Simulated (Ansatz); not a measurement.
# CH6OSSn: how energies converge with the basis set

The task here is to estimate one member of a computed series from the others.

Program: Ansatz 0.2.0, Gaussian basis. Level of theory: one geometry, several basis sets. These are calculated values, not measurements.

The runs, in order: PBE0-D4/def2-SVP; ωB97M-V/def2-SVP; PBE0-D4/def2-QZVPP; ωB97M-V/def2-QZVPP; the functionals' def2-TZVPP values are taken from earlier runs.

## Structure used throughout

The geometry comes from an earlier relaxation with PBE0-D4 in a triple-zeta def2 set; it is a stationary point, not always the lowest conformer. Sn takes the def2 core potential; no spin-orbit term is included.

SMILES `C[O][SnH2][SH]`, 10 atoms, charge 0, spin multiplicity 1.

Atoms are counted from 1 here; the program's logs count them from 0.

Bond lengths: C1–O2 1.405 Å, C1–H5 1.100 Å, C1–H6 1.098 Å, C1–H7 1.094 Å, O2–Sn3 1.962 Å, Sn3–S4 2.399 Å, Sn3–H8 1.695 Å, Sn3–H9 1.707 Å, S4–H10 1.343 Å. Angles: O2–C1–H5 112.4°, O2–C1–H6 112.3°, O2–C1–H7 108.2°, H5–C1–H6 108.1°, H5–C1–H7 107.7°, H6–C1–H7 107.9°, C1–O2–Sn3 119.7°, O2–Sn3–S4 108.6°, O2–Sn3–H8 103.8°, O2–Sn3–H9 108.2°, S4–Sn3–H8 110.0°, S4–Sn3–H9 108.6°, H8–Sn3–H9 117.2°, Sn3–S4–H10 93.2°.

Set-up of the first run:

File in.yaml:

```yaml
crystal:
  periodic: [false, false, false]
  atoms:
    - {symbol: C, position_ang: [-1.020647, 1.268178, -0.135058]}
    - {symbol: O, position_ang: [-1.242557, -0.084176, 0.173811]}
    - {symbol: Sn, position_ang: [0.286634, -1.273871, 0.481027]}
    - {symbol: S, position_ang: [1.740714, -1.157526, -1.423987]}
    - {symbol: H, position_ang: [-0.524055, 1.809409, 0.683369]}
    - {symbol: H, position_ang: [-0.417830, 1.395163, -1.044114]}
    - {symbol: H, position_ang: [-1.990920, 1.742854, -0.306885]}
    - {symbol: H, position_ang: [-0.412271, -2.814539, 0.583491]}
    - {symbol: H, position_ang: [1.134660, -0.707639, 1.850154]}
    - {symbol: H, position_ang: [2.529473, -0.229053, -0.859009]}
basis:
  gaussian: {orbitals: def2-SVP}
hamiltonian: {xc: pbe0, dispersion: d4}
output: {orbitals: {seedname: orbitals}}
```

Command:

```
ansatz run in.yaml --threads 4 --pin off --events-out ev --progress --plain --max-ram 10444MiB
```

Among the steps run: PBE0-D4 in def2-SVP; ωB97M-V in def2-SVP; PBE0-D4 in def2-QZVPP; ωB97M-V in def2-QZVPP.

One table of the session follows, with a row left open; its other results are not shown here.

It belongs to the step «Functionals by basis». 

| functional | basis | HOMO (eV) |
| --- | --- | --- |
| PBE0-D4 | def2-SVP | -7.41 |
| PBE0-D4 | def2-TZVPP | -7.56 |
| PBE0-D4 | def2-QZVPP | ? |
| ωB97M-V | def2-SVP | -9.59 |
| ωB97M-V | def2-TZVPP | -9.78 |
| ωB97M-V | def2-QZVPP | -9.81 |

**Question.** Estimate the row for PBE0-D4, def2-QZVPP.

As computed: HOMO (eV): -7.59. In the column «HOMO (eV)» it lies between ωB97M-V, def2-SVP (-9.59) and PBE0-D4, def2-TZVPP (-7.56).
